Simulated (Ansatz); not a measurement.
Task: an equation of state with a fit of Cu, space group P6_3/mmc, with the Ansatz DFT code, driven from Python. Give the script and its output. Use (first run): PBEsol, PAW, cutoff 381 eV, 10×10×3 k-points, Fermi-Dirac smearing of 0.1 eV.

```yaml
crystal:
  lattice:
    - [2.53076, 0.00000, 0.00000]
    - [-1.26538, 2.19171, 0.00000]
    - [0.00000, 0.00000, 8.26182]
  atoms:
    - { symbol: Cu, position: [0.00000, 0.00000, 0.00000] }
    - { symbol: Cu, position: [0.33333, 0.66667, 0.25000] }
    - { symbol: Cu, position: [0.00000, 0.00000, 0.50000] }
    - { symbol: Cu, position: [0.66667, 0.33333, 0.75000] }
```

Script `cu.py`:
```python
"""Bulk modulus of Cu from an E(V) curve."""

import ansatz as az
import numpy as np
from scipy.optimize import curve_fit

VECTORS = np.array([
    [2.530764, 0.0, 0.0],
    [-1.265382, 2.191706, 0.0],
    [0.0, 0.0, 8.261815],
])
SITES = [
    ("Cu", [0.0, 0.0, 0.0]),
    ("Cu", [1 / 3, 2 / 3, 0.25]),
    ("Cu", [0.0, 0.0, 0.5]),
    ("Cu", [2 / 3, 1 / 3, 0.75]),
]


def crystal_on(cell):
    crystal = az.Crystal(lattice=az.Lattice.of(cell))
    for symbol, position in SITES:
        crystal = crystal.atom(symbol, position)
    return crystal

def vinet(v, e0, v0, b0, b1):
    eta = (v / v0) ** (1 / 3)
    return e0 + 2 * b0 * v0 / (b1 - 1) ** 2 * (2 - (5 + 3 * b1 * (eta - 1) - 3 * eta) * np.exp(-1.5 * (b1 - 1) * (eta - 1)))


def main() -> None:
    # scale the volume, keep shape and fractions
    volumes, energies, pressures = [], [], []
    for scale in np.linspace(0.9, 1.1, 9):
        cell = VECTORS * scale ** (1 / 3)
        calculation = (
            crystal_on(cell).calculation()
            .occupations("Fermi-Dirac")
            .basis(14 * az.Ha)
            .functional(az.Functional.PBESOL)
            .scf(tolerance=1e-05, extra_bands=12, algorithm="density_mixing")
            .kpoints(10, 10, 3)
            .stress()
        )
        rep = calculation.run().report
        volumes.append(abs(np.linalg.det(cell)) / len(SITES))
        energies.append(rep["free_energy_ev"] / len(SITES))
        pressures.append(np.trace(rep["stress_gpa"]) / 3)
        print(f"V = {volumes[-1]:8.4f} A^3/atom  F = {energies[-1]:.5f} eV/atom  P = {pressures[-1]:8.3f} GPa")

    guess = (min(energies), volumes[int(np.argmin(energies))], 0.5, 4.5)
    (e0, v0, b0, b1), _ = curve_fit(vinet, np.array(volumes), np.array(energies), p0=guess, maxfev=20000)
    print(f"Vinet fit: V0 = {v0:.4f} A^3/atom, B0 = {160.21766 * b0:.1f} GPa, B1 = {b1:.2f}")
    print("largest residual", round(1000 * float(np.abs(vinet(np.array(volumes), e0, v0, b0, b1) - energies).max()), 3), "meV/atom")


if __name__ == "__main__":
    main()
```

Output of `python cu.py`:
```text
DeckWarning: basis.ecutwfc = 380.959407443832 eV is below the records' recommended 420 eV, and the density's cutoff is lower with it unless basis.ecutrho_ratio is high enough to keep the records' density cutoff: compare with a run at a higher cutoff
DeckWarning: output.stress: scf.convergence.dr2_threshold = 1e-5 eV is looser than the 4e-10 eV advised for a printed stress (1e-10 eV for each atom of the cell: 4). What an SCF threshold leaves in a stress goes as its square root, and in the free energy as the threshold itself, and one threshold admits the most on a [...]
V =  10.3108 A^3/atom  F = -6588.70870 eV/atom  P =   19.984 GPa
V =  10.5972 A^3/atom  F = -6588.73824 eV/atom  P =   13.265 GPa
V =  10.8836 A^3/atom  F = -6588.75670 eV/atom  P =    7.490 GPa
V =  11.1700 A^3/atom  F = -6588.76551 eV/atom  P =    2.531 GPa
V =  11.4564 A^3/atom  F = -6588.76616 eV/atom  P =   -1.734 GPa
V =  11.7428 A^3/atom  F = -6588.75967 eV/atom  P =   -5.400 GPa
V =  12.0293 A^3/atom  F = -6588.74712 eV/atom  P =   -8.552 GPa
V =  12.3157 A^3/atom  F = -6588.72936 eV/atom  P =  -11.256 GPa
V =  12.6021 A^3/atom  F = -6588.70712 eV/atom  P =  -13.566 GPa
Vinet fit: V0 = 11.3346 A^3/atom, B0 = 167.0 GPa, B1 = 4.98
largest residual 0.023 meV/atom
```
(Warnings from the package without file and line, shortened.)

A third-order Birch-Murnaghan fit through the 9 points has its minimum at 11.33 Å³ an atom, 1.1 % below the typed cell, with a bulk modulus of 167 GPa and dB/dP = 5.0. From that minimum the energy rises by 58.1 meV an atom on the compressed side and 59.7 meV on the expanded side.

What to keep in mind:
- These settings explore the input space; cutoff and mesh may be short of convergence.
- The cutoff lies under the one recommended for these potentials.
- Shape and fractional positions are held along the curve, so the bulk modulus is an upper value where they are free to relax.
- Under the recommended cutoff a pressure can be off by several GPa, even in sign.
- The mesh is modest for a metal, so energies can be off by several to tens of meV an atom and pressures by half a GPa or more; differences at equal mesh fare better.
- Pressure is positive in compression.
- This isn't the structure that Cu takes at ambient conditions.
- Finished in 25 s on 1 thread of Arm Neoverse V1, on a shared host, peak memory 0.44 GiB.
